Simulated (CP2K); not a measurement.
Runs of CP2K 2026.2 on Ta4NiO11. The structure is orthorhombic, space group Cmmm (No. 65). The conventional cell has a = 3.910 Å, b = 29.659 Å, c = 3.886 Å, α = 90.00°, β = 90.00°, γ = 90.00°. Ta (site symmetry m2m) is surrounded by 5 O at 1.91 to 2.02 Å. Ta (site symmetry m2m) is surrounded by 5 O at 1.91 to 1.99 Å. Ni (site symmetry mmm) is surrounded by 4 O at 1.88 to 1.95 Å. O (site symmetry m2m) has 2 Ta at 1.91 Å as nearest neighbours. O (site symmetry m2m) has 3 Ta at 2.02 to 2.21 Å as nearest neighbours. O (site symmetry m2m) is surrounded by 1 Ni at 1.88 Å and 2 Ta at 1.99 Å. Around O (site symmetry mmm) lie 2 Ni at 1.95 Å and 2 Ta at 2.24 Å. O (site symmetry m2m) has 2 Ta at 1.95 Å as nearest neighbours. The cell was built by a generator and needn't be a form met in nature.

```csv
level,CUTOFF of the grids,cutoff radius of the dispersion sum (A),gap on the mesh (eV),pressure (GPa),moment (μB),largest force (eV/Å)
PBE,600 Ry,-,none,-3.3,0.80,0.34
PBEsol,900 Ry,-,none,-7.5,(a),0.11
RPBE,900 Ry,-,none,-0.7,0.80,(b)
PBE+D4,600 Ry,20,none,-5.4,0.80,(c)
PBE,900 Ry,-,none,-3.4,0.80,0.29
PBE+D3(BJ),600 Ry,20,none,-5.4,0.80,0.34
```

Alike in all rows: task single point; potentials or basis GTH_POTENTIALS Ta GTH-PBE-q13, Ni GTH-PBE-q18, O GTH-PBE-q6; DZVP-MOLOPT-SR-GTH basis; spin collinear, ferromagnetic start; cell as given; k mesh 5 × 5 × 5; smearing fermi-dirac 0.05 eV.

Task: Fill in the values left out.

Result: (a) 0.82; (b) 0.42; (c) 0.33.

Caveats: the basis of atomic orbitals isn't converged, which shifts pressures, moduli and gaps; a cell with one magnetic atom can't hold antiferromagnetic order, which such compounds often take; semilocal functionals often make such compounds metallic where correlation or magnetic order opens a gap, which also shifts bond lengths; the potentials were made for another functional, which shifts forces and pressure (some runs); pairwise dispersion overbinds metals, which lowers pressure and volume (some runs).

A k mesh can miss the band edges, and the runs leave out spin-orbit coupling on Ta.

A gap of «none» marks a metal or a gap under the smearing width.

Not every run made on this cell is shown here.
